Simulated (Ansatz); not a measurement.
I need a single point from a YAML input of CaHN, space group I4mm. Use Ansatz 0.2.0, Python API. Use: r2SCAN, PAW, the default cutoff (500 eV here), 7×7×7 k-points, fixed occupations, collinear spin.

Contents of `scf.yaml`:
```yaml
crystal:
  lattice:
    - [-1.764041, 1.764041, 2.839034]
    - [1.764041, -1.764041, 2.839034]
    - [1.764041, 1.764041, -2.839034]
  atoms:
    - { symbol: Ca, position: [0.051716, 0.051716, 0.0] }
    - { symbol: H, position: [0.639935, 0.639935, 0.0] }
    - { symbol: "N", position: [0.45835, 0.45835, 0.0] }
kpoints:
  mp_grid: { grid: [7, 7, 7] }
hamiltonian:
  xc: r2scan
scf:
  occupations: { method: fixed }
output:
  forces: true
  stress: true
basis:
  xc_grid: 1
magnetization:
  spin_polarized: true
```

`cahn_yaml_run.py`:
```python
"""CaHN from YAML text."""

import warnings

import ansatz as az
import numpy as np
import pandas as pd

warnings.simplefilter("ignore", az.DeckWarning)

planned = az.Session.from_deck("scf.yaml").plan(threads=1, pin="off")
outcome = planned.execute()
report = outcome.report

for key in ("converged", "n_iterations", "n_electrons", "n_kpoints", "n_pw", "n_symmetry_ops", "free_energy_ev", "fermi_energy_ev"):
    print(f"{key:18s} {report[key]}")

# forces in eV per angstrom
table = pd.DataFrame(report["forces_ev_ang"], columns=["fx", "fy", "fz"])
table.insert(0, "atom", [site["symbol"] for site in report["lattice"]["sites"]])
print(table.round(4).to_string())

# the stress is positive in compression
print("pressure by term (GPa)")
for term, tensor in report["stress_terms_gpa"].items():
    if np.any(tensor):
        print(f"  {term:28s} {np.trace(np.array(tensor)) / 3:12.3f}")
print(f"  {'total':28s} {np.trace(np.array(report['stress_gpa'])) / 3:12.3f}")

used = report["setup"]
print("cutoffs (eV):", used["ecut_ev"], used["ecutrho_ev"], " FFT grid:", used["fft_dense"])
print("cell volume {:.3f} A^3, {} symmetry operations".format(used["cell_volume_ang3"], used["n_sym_ops"]))
```

Running `python cahn_yaml_run.py` prints:
```text
RunWarning: this spin-polarised run has no starting moment large enough to seed its density, and nothing else in its deck makes the two spin channels differ, so an SCF from that start keeps the [...]
converged          True
n_iterations       8
n_electrons        16.0
n_kpoints          40
n_pw               895
n_symmetry_ops     8
free_energy_ev     -2225.08235704097
fermi_energy_ev    6.685600735824866
  atom   fx   fy      fz
0   Ca  0.0 -0.0  0.0456
1    H -0.0 -0.0 -0.0972
2    N -0.0 -0.0  0.0369
pressure by term (GPa)
  kinetic                          1283.554
  hartree                           427.878
  ewald                           -1446.801
  local_pseudopotential              25.772
  nonlocal_pseudopotential          -55.487
  augmentation                       65.697
  nlcc                              -19.547
  xc                               -281.838
  augmentation_tail                   0.011
  scf_correction                      0.000
  pulay_correction                    0.061
  total                              -0.701
cutoffs (eV): 500.0 2000.0  FFT grid: [30, 30, 30]
cell volume 35.338 A^3, 8 symmetry operations
```
(Warnings from the package without file and line, shortened.)

The settings weren't tested for convergence. The zero of the levels is a convention of the potentials, so an absolute Fermi energy is no work function. Pressure is positive in compression. The structure comes from a database of computed cells and needn't be a stable or known phase. The script silences the warnings on its input, which a real study should read. By the engine's processor time: 2.8 s on 1 thread of Intel(R) Xeon(R) Processor @ 2.30GHz, with other jobs on the host, peak memory 0.57 GiB.
